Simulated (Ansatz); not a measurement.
This script makes an all-electron equation of state of C, space group Fmmm with Ansatz 0.2.0 through its Python package.

`c_eos_lapw.py`
```python
'''All-electron equation of state of C.'''

import ansatz as az
from ase.eos import EquationOfState
from ase.units import GPa
import numpy as np

vectors0 = np.array([
    [0.0, 2.127, 3.348],
    [1.228, 0.0, 3.348],
    [1.228, 2.127, 0.0],
])
sites = [
    ('C', (1 / 6, 5 / 6, 1 / 6)),
    ('C', (5 / 6, 1 / 6, 5 / 6)),
]


def build(cell):
    crystal = az.Crystal(lattice=az.Lattice.of(cell))
    for symbol, position in sites:
        crystal = crystal.atom(symbol, position)
    return crystal

volumes, energies = [], []
for scale in np.linspace(0.94, 1.06, 5):
    cell = vectors0 * scale ** (1 / 3)
    calc = build(cell).calculation()
    calc = calc.occupations('fermi_dirac', width=0.1)
    calc = calc.functional('lda')
    calc = calc.scf(tolerance=1e-09)
    calc = calc.kpoints(14, 14, 14)
    calc = calc.pseudopotentials('all_electron', lapw=True)
    r = calc.run(threads=1).report
    volumes.append(abs(np.linalg.det(cell)) / len(sites))
    energies.append(r['free_energy_ev'] / len(sites))
    print(f'{scale:.3f} {volumes[-1]:9.4f} A^3/atom {energies[-1]:16.5f} eV/atom  (estimated basis error {1000 * r["lapw_basis_errors"]["total_ev_per_atom"]:.2f} meV/atom)')
v0, e0, bulk = EquationOfState(volumes, energies, eos='birchmurnaghan').fit()
print(f'V0 = {v0:.4f} A^3/atom, B0 = {bulk / GPa:.1f} GPa')
```

Where does the minimum lie against the volume typed, and how stiff is the crystal?

A third-order Birch-Murnaghan fit through the 5 points has its minimum at 8.63 Å³ an atom, 1.3 % below the typed cell, with a bulk modulus of 292 GPa and dB/dP = 3.5. From that minimum the energy rises by 19.0 meV an atom on the compressed side and 38.8 meV on the expanded side.

The output:

```console
$ python c_eos_lapw.py
0.940    8.2201 A^3/atom      -1028.92562 eV/atom  (estimated basis error 0.16 meV/atom)
0.970    8.4825 A^3/atom      -1028.94229 eV/atom  (estimated basis error 0.16 meV/atom)
1.000    8.7448 A^3/atom      -1028.94325 eV/atom  (estimated basis error 0.16 meV/atom)
1.030    9.0072 A^3/atom      -1028.93051 eV/atom  (estimated basis error 0.16 meV/atom)
1.060    9.2695 A^3/atom      -1028.90584 eV/atom  (estimated basis error 0.16 meV/atom)
V0 = 8.6293 A^3/atom, B0 = 291.8 GPa
```

Notes:
- All-electron totals depend on functional, relativistic treatment and basis; only differences at equal settings carry meaning.
- Shape and fractional positions are held along the curve, so the bulk modulus is an upper value where they are free to relax.
- This isn't the structure that C takes at ambient conditions.
- The whole script took 3.3 min on 1 thread of Intel(R) Xeon(R) Processor @ 2.30GHz, with other jobs on the host, peak memory 0.98 GiB.
